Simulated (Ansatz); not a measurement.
# AlGa2P3: the cost of one run

Program: Ansatz 0.2.0. Level of theory: DFT PBE, scalar-relativistic, plane waves, PAW, unless a step names another level. These are calculated values, not measurements.

1 further run of the same task is left out (set aside as unsound or not needed). Runs told in other sessions of the task aren't counted.

**1. Starting point**

It takes space group P6_3mc (No. 186, hexagonal). The conventional cell has a = 3.883 Å, b = 3.883 Å, c = 19.178 Å, α = 90.00°, β = 90.00°, γ = 120.00°. Al (site symmetry 3m) has 4 P at 2.38 to 2.39 Å in its first shell of neighbours. Ga (site symmetry 3m) has 4 P at 2.38 to 2.39 Å in its first shell of neighbours. P (site symmetry 3m) is surrounded by 3 Al at 2.38 Å and 1 Ga at 2.39 Å. P (site symmetry 3m) has 4 Ga at 2.38 to 2.39 Å in its first shell of neighbours. Around P (site symmetry 3m) lie 3 Ga at 2.38 Å and 1 Al at 2.39 Å.

As a file:

```xyz
12
Lattice="3.8831 0.0000 0.0000 -1.9416 3.3629 0.0000 0.0000 0.0000 19.1777" Properties=species:S:1:pos:R:3 pbc="T T T"
Al    1.9416    1.1210   15.9749
Al    0.0000    2.2419    6.3861
Ga    1.9416    1.1210    3.1985
Ga    1.9416    1.1210    9.5903
Ga    0.0000    2.2419    0.0014
Ga    0.0000    2.2419   12.7873
P     1.9416    1.1210    5.5924
P     1.9416    1.1210   11.9820
P     1.9416    1.1210   18.3675
P     0.0000    2.2419    2.3931
P     0.0000    2.2419    8.7787
P     0.0000    2.2419   15.1812
```

It is the end of an earlier relaxation with the same method, from a generated guess; it is a trial structure. At a tolerance of 0.02 Å it has space group P6_3mc (No. 186); it has 20.87 Å³/atom, an uncorrected energy of -0.49 eV/atom over the elements and, on its mesh, gap 1.42 eV.

**2. Elastic constants, atoms relaxed**

Contents of input.yaml:

```yaml
crystal:
  lattice:
    - [3.8838165045, 2.89e-08, 0.0]
    - [-1.9419082772, 3.363483742, 0.0]
    - [0.0, 0.0, 19.1794761195]
  atoms:
    - { symbol: Al, position: [0.6666666667, 0.3333333333, 0.8330015902] }
    - { symbol: Al, position: [0.3333333333, 0.6666666667, 0.3330015902] }
    - { symbol: Ga, position: [0.6666666667, 0.3333333333, 0.166770384] }
    - { symbol: Ga, position: [0.6666666667, 0.3333333333, 0.5000407756] }
    - { symbol: Ga, position: [0.3333333333, 0.6666666667, 4.07756e-05] }
    - { symbol: Ga, position: [0.3333333333, 0.6666666667, 0.666770384] }
    - { symbol: P, position: [0.6666666667, 0.3333333333, 0.2916336908] }
    - { symbol: P, position: [0.6666666667, 0.3333333333, 0.62480233] }
    - { symbol: P, position: [0.6666666667, 0.3333333333, 0.9577512294] }
    - { symbol: P, position: [0.3333333333, 0.6666666667, 0.12480233] }
    - { symbol: P, position: [0.3333333333, 0.6666666667, 0.4577512294] }
    - { symbol: P, position: [0.3333333333, 0.6666666667, 0.7916336908] }
basis:
  ecutwfc: 420
kpoints:
  mp_grid: { grid: [12, 12, 2] }
hamiltonian:
  xc: pbe
scf:
  occupations: { method: fixed }
output:
  forces: true
  stress: true
  eigenvalues: true
  polarization: {}
elastic:
  mode: relaxed_ion
  stencil: two_point
```

Launch:

```bash
ansatz run input.yaml --threads 4 --pin off --max-ram 8192MiB --backend cpu --events-out ev --progress --plain --runs-dir out
```

What time and memory should one allow on 4 threads of AMD EPYC 9R45 (Zen 5), shared host?

About 10 min, with a peak of 1.9 GiB.
